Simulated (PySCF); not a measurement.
# C6H8S: excited-state relaxation

Aim: compute the excited-state relaxation of C6H8S (`C=C/C=C(\C)C=S`).

Computed with PySCF 2.14.0 and routines of our own; the level stands in each step. Atoms count from 0.

## (1) The starting structure

15 atoms, charge 0, multiplicity 1; geometry from: GFN2-xTB.

## (2) Optimising the geometry at BHandHLYP/cc-pVDZ

The job: settings as JSON, then the geometry in Å.

```
{"job": {"xc": "BHandHLYP", "basis": "cc-pVDZ", "grid": 1, "kind": "geom"}, "charge": 0, "multiplicity": 1}
C      2.803719    -0.347563    -0.072201
C      1.586625     0.188955     0.050876
C      0.387717    -0.573707    -0.126220
C     -0.892350    -0.123078    -0.020480
C     -1.265682     1.284354     0.321073
C     -1.950847    -1.047402    -0.275659
S     -3.545899    -0.696668    -0.216534
H      3.699167     0.234453     0.060197
H      2.938873    -1.390154    -0.310660
H      1.489975     1.239591     0.284866
H      0.537785    -1.618184    -0.373853
H     -0.484097     1.791170     0.877471
H     -2.180438     1.283898     0.909900
H     -1.465702     1.844571    -0.592459
H     -1.663260    -2.062246    -0.538230
```

On the command line:

```sh
$ OMP_NUM_THREADS=1 python excited_run.py task.json out
```

This one command runs all jobs of the session in turn.

The log of the run:

```text
step   0  E = -631.45375178  max force = 0.015747
step   1  E = -631.45543266  max force = 0.004047
step   2  E = -631.45519623  max force = 0.005663
step   3  E = -631.45545328  max force = 0.002665
step   4  E = -631.45551325  max force = 0.001392
step   5  E = -631.45553398  max force = 0.000782
step   6  E = -631.45554483  max force = 0.000497
step   7  E = -631.45555208  max force = 0.001592
step   8  E = -631.45556855  max force = 0.000757
step   9  E = -631.45557858  max force = 0.000775
step  10  E = -631.45559521  max force = 0.000785
step  11  E = -631.45561766  max force = 0.000584
step  12  E = -631.45564525  max force = 0.000339
step  13  E = -631.45565865  max force = 0.000241
optimisation converged
```

It took 79 s on 1 thread of Arm Neoverse V2, shared host; peak memory 0.64 GiB.

Step by step: (the energy doesn't fall at every step)

| step | energy from step 0 (eV) | largest force component (eV/Å) |
| --- | --- | --- |
| 0 | 0.0000 | 0.8097 |
| 1 | -0.0457 | 0.2081 |
| 2 | -0.0393 | 0.2912 |
| 3 | -0.0463 | 0.1370 |
| 4 | -0.0479 | 0.0716 |
| 5 | -0.0485 | 0.0402 |
| 6 | -0.0488 | 0.0256 |
| 7 | -0.0490 | 0.0819 |
| 8 | -0.0494 | 0.0389 |
| 9 | -0.0497 | 0.0399 |
| 10 | -0.0502 | 0.0404 |
| 11 | -0.0508 | 0.0300 |
| 12 | -0.0515 | 0.0174 |
| 13 | -0.0519 | 0.0124 |

Close pairs (by a distance rule), those that changed most:

| bond | before (Å) | after (Å) | change (Å) |
| --- | --- | --- | --- |
| C3–C5 | 1.428 | 1.451 | +0.023 |
| C1–C2 | 1.432 | 1.447 | +0.015 |
| C0–H8 | 1.078 | 1.086 | +0.008 |
| C2–C3 | 1.361 | 1.353 | -0.008 |
| C0–H7 | 1.076 | 1.084 | +0.008 |
| C5–S6 | 1.634 | 1.628 | -0.006 |
| C4–H12 | 1.088 | 1.093 | +0.005 |
| C5–H14 | 1.087 | 1.092 | +0.005 |

The next job starts from the end point, and lists it.

| at the end point | value |
| --- | --- |
| point group (found at 0.08 Å tolerance) | Cs |
| rotational constants (GHz, main isotopes) | 7.150, 0.913, 0.814 |
| dipole moment (D) | 3.76 |

## (3) Excited-state relaxation: TDA BHandHLYP/cc-pVDZ

The job: settings as JSON, then the geometry in Å.

```
{"job": {"kind": "xopt", "state": "S1", "method": "TDA", "freq": false, "xc": "BHandHLYP", "basis": "cc-pVDZ", "grid": 1}, "charge": 0, "multiplicity": 1}
C      2.784899    -0.458004     0.214323
C      1.594331     0.144619     0.199829
C      0.365403    -0.565868    -0.079241
C     -0.891404    -0.064637    -0.109578
C     -1.251705     1.363713     0.152612
C     -1.951225    -1.005612    -0.420310
S     -3.543373    -0.681656    -0.523263
H      3.695668     0.089960     0.426036
H      2.881997    -1.521028     0.014744
H      1.539334     1.208451     0.403463
H      0.482879    -1.626878    -0.288195
H     -0.383616     1.976423     0.390716
H     -1.963433     1.427359     0.979911
H     -1.756604     1.792636    -0.717098
H     -1.607231    -2.027066    -0.595398
```

Level: TDA BHandHLYP/cc-pVDZ excited-state geometry optimisation, gas phase.

The log of the run:

```text
final grid: 57176 points
cycle   1  E = -631.4020015747  dE =  1.109e+00  |g| = 3.715e-01  |ddm| = 7.085e+00
cycle   2  E = -631.3957621736  dE =  6.239e-03  |g| = 4.455e-01  |ddm| = 1.655e+00
cycle   3  E = -631.4539253237  dE = -5.816e-02  |g| = 7.142e-02  |ddm| = 9.246e-01
cycle   4  E = -631.4553663196  dE = -1.441e-03  |g| = 3.033e-02  |ddm| = 1.753e-01
cycle   5  E = -631.4556281458  dE = -2.618e-04  |g| = 1.016e-02  |ddm| = 7.131e-02
cycle   6  E = -631.4556563190  dE = -2.817e-05  |g| = 1.898e-03  |ddm| = 1.857e-02
cycle   7  E = -631.4556582892  dE = -1.970e-06  |g| = 9.353e-04  |ddm| = 5.967e-03
cycle   8  E = -631.4556586135  dE = -3.243e-07  |g| = 3.288e-04  |ddm| = 2.628e-03
cycle   9  E = -631.4556586489  dE = -3.534e-08  |g| = 1.331e-04  |ddm| = 8.424e-04
cycle  10  E = -631.4556586542  dE = -5.368e-09  |g| = 3.483e-05  |ddm| = 2.916e-04
cycle  11  E = -631.4556586546  dE = -3.629e-10  |g| = 7.792e-06  |ddm| = 8.214e-05
converged SCF energy = -631.4556586546

vertical S1 at the ground-state geometry: 2.3841 eV
step    E(state)/Eh    max force   excitation/eV  root
  0    -631.36310176   0.073300     2.4518      1
  1    -631.36133846   0.040929     2.0920      1
  2    -631.37147475   0.012725     2.0980      1
  3    -631.37226454   0.006954     2.0919      1
  4    -631.37243301   0.007366     2.1008      1
  5    -631.37280429   0.003076     2.1049      1
  6    -631.37287146   0.002115     2.0988      1
  7    -631.37288914   0.001312     2.1019      1
  8    -631.37292162   0.000455     2.1014      1
  9    -631.37292626   0.000212     2.1012      1
optimisation converged
vertical emission 2.1012 eV, adiabatic 2.2513 eV, Stokes shift 0.2829 eV, reorganisation 0.1329 (excited) and 0.1500 eV (ground)
```

It took 2 min on 1 thread of Arm Neoverse V2, shared host; peak memory 0.76 GiB.

From this job:

| quantity | value |
| --- | --- |
| vertical absorption, S1 | 2.38 eV |
| adiabatic energy, S1 | 2.25 eV |
| vertical emission, S1 | 2.10 eV |
| Stokes shift, S1 | 0.28 eV |
| geometry moved (RMSD), S1 | 0.062 Å |

Bonds of the start that changed most:

| bond | start (Å) | end (Å) |
| --- | --- | --- |
| C5–S6 | 1.628 | 1.696 |
| C3–C5 | 1.451 | 1.404 |
| C2–C3 | 1.353 | 1.377 |
| C1–C2 | 1.447 | 1.431 |
| C3–C4 | 1.496 | 1.504 |
| C0–C1 | 1.335 | 1.342 |

## (4) Excited-state relaxation: UKS BHandHLYP/cc-pVDZ

The job, as its differences from that of step 3:

```diff
@@ -1,2 +1,2 @@
-{"job": {"kind": "xopt", "state": "S1", "method": "TDA", "freq": false, "xc": "BHandHLYP", "basis": "cc-pVDZ", "grid": 1}, "charge": 0, "multiplicity": 1}
+{"job": {"kind": "xopt", "state": "T1", "method": "UKS", "freq": false, "xc": "BHandHLYP", "basis": "cc-pVDZ", "grid": 1}, "charge": 0, "multiplicity": 1}
 C      2.784899    -0.458004     0.214323
```

Level: UKS BHandHLYP/cc-pVDZ excited-state geometry optimisation, gas phase.

The log of the run:

```text
final grid: 57176 points
cycle   1  E = -631.4020015747  dE =  1.109e+00  |g| = 3.715e-01  |ddm| = 7.085e+00
cycle   2  E = -631.3957621736  dE =  6.239e-03  |g| = 4.455e-01  |ddm| = 1.655e+00
cycle   3  E = -631.4539253237  dE = -5.816e-02  |g| = 7.142e-02  |ddm| = 9.246e-01
cycle   4  E = -631.4553663196  dE = -1.441e-03  |g| = 3.033e-02  |ddm| = 1.753e-01
cycle   5  E = -631.4556281458  dE = -2.618e-04  |g| = 1.016e-02  |ddm| = 7.131e-02
cycle   6  E = -631.4556563190  dE = -2.817e-05  |g| = 1.898e-03  |ddm| = 1.857e-02
cycle   7  E = -631.4556582892  dE = -1.970e-06  |g| = 9.353e-04  |ddm| = 5.967e-03
cycle   8  E = -631.4556586135  dE = -3.243e-07  |g| = 3.288e-04  |ddm| = 2.628e-03
cycle   9  E = -631.4556586489  dE = -3.534e-08  |g| = 1.331e-04  |ddm| = 8.424e-04
cycle  10  E = -631.4556586542  dE = -5.368e-09  |g| = 3.483e-05  |ddm| = 2.916e-04
cycle  11  E = -631.4556586546  dE = -3.629e-10  |g| = 7.792e-06  |ddm| = 8.214e-05
converged SCF energy = -631.4556586546

vertical T1 at the ground-state geometry: 1.5938 eV
step    E(state)/Eh    max force   <S^2>
  0    -631.39094534   0.095105    2.0928
  1    -631.39438398   0.041764    2.1228
  2    -631.40474709   0.016353    2.1235
  3    -631.40616697   0.011770    2.1250
  4    -631.40657675   0.009539    2.1248
  5    -631.40726898   0.005985    2.1225
  6    -631.40752162   0.003053    2.1241
  7    -631.40755468   0.003166    2.1239
  8    -631.40759543   0.001575    2.1236
  9    -631.40762038   0.000211    2.1238
 10    -631.40762115   0.000214    2.1238
optimisation converged
vertical emission 0.9373 eV, adiabatic 1.3072 eV, Stokes shift 0.6565 eV, reorganisation 0.2867 (excited) and 0.3699 eV (ground)
```

Wall time 2.6 min (1 thread of Arm Neoverse V2, shared host); peak memory 0.78 GiB.

In short:

| quantity | value |
| --- | --- |
| vertical gap at the ground-state geometry, T1 | 1.59 eV |
| adiabatic energy, T1 | 1.31 eV |
| vertical gap at the relaxed geometry, T1 | 0.94 eV |
| difference of the two gaps, T1 | 0.66 eV |
| geometry moved (RMSD), T1 | 0.082 Å |

Bonds of the start that changed most:

| bond | start (Å) | end (Å) |
| --- | --- | --- |
| C5–S6 | 1.628 | 1.734 |
| C3–C5 | 1.451 | 1.377 |
| C2–C3 | 1.353 | 1.408 |
| C1–C2 | 1.447 | 1.413 |
| C0–C1 | 1.335 | 1.358 |
| C3–C4 | 1.496 | 1.505 |

## (5) What came out

| quantity | value |
| --- | --- |
| point group | Cs |
| rotational constants (main isotopes) | 7.15, 0.91, 0.81 GHz |
| vertical absorption, S1 (step 3, TDA BHandHLYP/cc-pVDZ) | 2.38 eV |
| adiabatic energy, S1 (step 3, TDA BHandHLYP/cc-pVDZ) | 2.25 eV |
| vertical emission, S1 (step 3, TDA BHandHLYP/cc-pVDZ) | 2.10 eV |
| Stokes shift, S1 (step 3, TDA BHandHLYP/cc-pVDZ) | 0.28 eV |
| vertical gap at the ground-state geometry, T1 (step 4, UKS BHandHLYP/cc-pVDZ) | 1.59 eV |
| adiabatic energy, T1 (step 4, UKS BHandHLYP/cc-pVDZ) | 1.31 eV |
| vertical gap at the relaxed geometry, T1 (step 4, UKS BHandHLYP/cc-pVDZ) | 0.94 eV |
| difference of the two gaps, T1 (step 4, UKS BHandHLYP/cc-pVDZ) | 0.66 eV |

Relaxing lowered the energy by 0.052 eV in 13 steps; the close pair that moved most is C3–C5, from 1.428 to 1.451 Å. Where no frequencies were run, the relaxed excited state may be a saddle. In step 3 (excited-state relaxation), among the bonds C5–S6 changes most, from 1.628 to 1.696 Å. In step 4 the state is spin-contaminated. In step 4 (excited-state relaxation), among the bonds C5–S6 changes most, from 1.628 to 1.734 Å. ΔSCF (UKS) and response values aren't on one footing and may follow different states, so their differences aren't method errors alone, and singlets and triplets from the two don't rank.
